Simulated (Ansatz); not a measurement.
# Platinum, A15 under r²SCAN: relaxation and energy

Aim: take platinum in the A15 structure, relax it, then solve it on a dense k-mesh. Spin polarisation is left out. The k-meshes are 5×5×5 for the relaxation; 7×7×7 for the dense run.

Program: Ansatz 0.2.0. Level of theory: DFT r2SCAN, plane waves (500 eV) with PAW, scalar-relativistic; PBE-made PAW files. These are calculated values, not measurements.

**1. The starting structure**

Symmetry: Pm-3n, No. 223, cubic system. Conventional cell: a = 4.943 Å, b = 4.943 Å, c = 4.943 Å, α = 90.00°, β = 90.00°, γ = 90.00°. Around Pt (site symmetry m-3) lie 12 Pt at 2.76 Å. Pt (site symmetry -4m2) is surrounded by 6 Pt at 2.47 to 2.76 Å.

Coordinates:

```
Pt
1.0
     4.94280    0.00000    0.00000
     0.00000    4.94280    0.00000
     0.00000    0.00000    4.94280
Pt
8
Direct
  0.00000 0.00000 0.00000
  0.50000 0.50000 0.50000
  0.25000 0.00000 0.50000
  0.75000 0.00000 0.50000
  0.50000 0.25000 0.00000
  0.50000 0.75000 0.00000
  0.00000 0.50000 0.25000
  0.00000 0.50000 0.75000
```

**2. Relaxation of the cell**

Contents of input.yaml:

```yaml
crystal:
  lattice:
    - [4.9427962708, 0.0, 0.0]
    - [0.0, 4.9427962708, 0.0]
    - [0.0, 0.0, 4.9427962708]
  atoms:
    - { symbol: Pt, position: [0.0, 0.0, 0.0] }
    - { symbol: Pt, position: [0.5, 0.5, 0.5] }
    - { symbol: Pt, position: [0.25, 0.0, 0.5] }
    - { symbol: Pt, position: [0.75, 0.0, 0.5] }
    - { symbol: Pt, position: [0.5, 0.25, 0.0] }
    - { symbol: Pt, position: [0.5, 0.75, 0.0] }
    - { symbol: Pt, position: [0.0, 0.5, 0.25] }
    - { symbol: Pt, position: [0.0, 0.5, 0.75] }
hamiltonian:
  xc: r2scan
  pseudopotentials:
    kind: paw
    azcp:
      Pt: "pseudopotentials/Pt.paw.azcp"
basis:
  ecutwfc: 500
  fft_grid_basis: typed
kpoints:
  mp_grid: { grid: [5, 5, 5], shift: [0, 0, 0] }
magnetization:
  spin_polarized: false
scf:
  occupations: { method: fermi_dirac, width: 0.1 }
relax:
  max_steps: 60
  f_tol: 0.01
  cell: {}
```

The runs that follow: Dense single point.

**Question.** What will these runs give? Wanted: space group; conventional cell; volume; shortest distance; gap on the mesh; relative to fcc.

The runs gave:

```
                      quantity                         value
space group (spins left aside)               Pm-3n (No. 223)
             conventional cell                   a = 5.027 Å
                        volume                15.876 Å³/atom
             shortest distance                       2.513 Å
               gap on the mesh  none (levels filled in part)
               relative to fcc                 +276 meV/atom
```

In words: The relaxation enlarged the cell by 5.2 % in volume. Against the reference form of platinum (fcc, computed apart with the same settings) it stands 276 meV/atom higher, so it is far from stable. No gap shows: it is a metal or semimetal at this level. Relaxation kept the symmetry; phonons were not checked.
